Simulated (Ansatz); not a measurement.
**PdCH2 (singlet): the correlation ladder at a displaced geometry (v1), def2-SVP**

The task here is to estimate one member of a computed series from the others.

Program: Ansatz 0.2.0, Gaussian basis. Level of theory: def2-SVP, core rule «outside noble gas», up to 5 orbitals frozen. These are calculated values, not measurements.

Plan: UHF; CCSD(T) on RHF; CCSD(T) on UHF; CISD; CCSDT(Q) on RHF; CASSCF and MRCISD+Q, 8 electrons in 8 orbitals; CASSCF and NEVPT2, 8 electrons in 8 orbitals.

5 further runs of the same task are left out: 1 that didn't finish, 4 set aside as unsound or not needed.

### What is computed

The geometry is a PBE0/def2-TZVP stationary point (not a proven minimum) with its atoms shifted at random (size 0.040 Å). No spin-orbit coupling is included. Elements past krypton take def2 core potentials.

4 atoms, charge 0, spin multiplicity 1.

Atoms are counted from 1 here; the program's logs count them from 0.

Bond lengths: Pd1–C2 1.840 Å, C2–H3 1.075 Å, C2–H4 1.102 Å. Angles: Pd1–C2–H3 128.9°, Pd1–C2–H4 124.8°, H3–C2–H4 106.3°.

The first run:

in.yaml

```yaml
crystal:
  periodic: [false, false, false]
  atoms:
    - {symbol: Pd, position_ang: [0.000154, 0.001413, 0.225151]}
    - {symbol: C, position_ang: [-0.000679, -0.014730, -1.614507]}
    - {symbol: H, position_ang: [0.047285, -0.856374, -2.281522]}
    - {symbol: H, position_ang: [-0.055492, 0.882720, -2.251720]}
basis:
  gaussian: {orbitals: def2-SVP}
magnetization: {spin_polarized: true, initial_magnetization: 0}
hamiltonian: {xc: hf}
output: {orbitals: {seedname: orbitals}}
```

The run is started by

```
$ ansatz run in.yaml --threads 1 --pin off --events-out ev --progress --plain --max-ram 2393MiB
```

Among the steps run: UHF; CCSD(T) on RHF; CCSD(T) on UHF; CISD; CCSDT(Q) on RHF; CASSCF and MRCISD+Q, 8 electrons in 8 orbitals; CASSCF and NEVPT2, 8 electrons in 8 orbitals.

One table of the session follows, with a row left open; its other results are not shown here.

It belongs to the step «Misses and costs». 

```
           method  from RCCSDT(Q) (kJ/mol)
              RHF                  +1135.7
              UHF                        ?
             RMP2                    +52.7
             CISD                   +179.7
            RCCSD                    +61.5
         RCCSD(T)                     +1.2
           RCCSDT                     +1.7
        RCCSDT(Q)                        0
  CASSCF frontier                   +836.7
  NEVPT2 frontier                    +58.0
  MRCISD frontier                    +88.2
MRCISD+Q frontier                    +23.0
```

Estimate the missing values for UHF.

As computed: from RCCSDT(Q) (kJ/mol): +1056.9. In the column «from RCCSDT(Q) (kJ/mol)» it lies between CASSCF frontier (+836.7) and RHF (+1135.7).

Not comparable, so not listed: CCSD(T) on UHF (they don't share determinant, frozen orbitals or solution with the rows shown, or repeat one).

Caveats from the session: The determinant is far from a pure spin state, so its energy mixes those of several spin states (harmless only where they are near-degenerate, as at dissociation). Warnings: restricted reference is unstable; spin contamination; large T1 diagnostic.
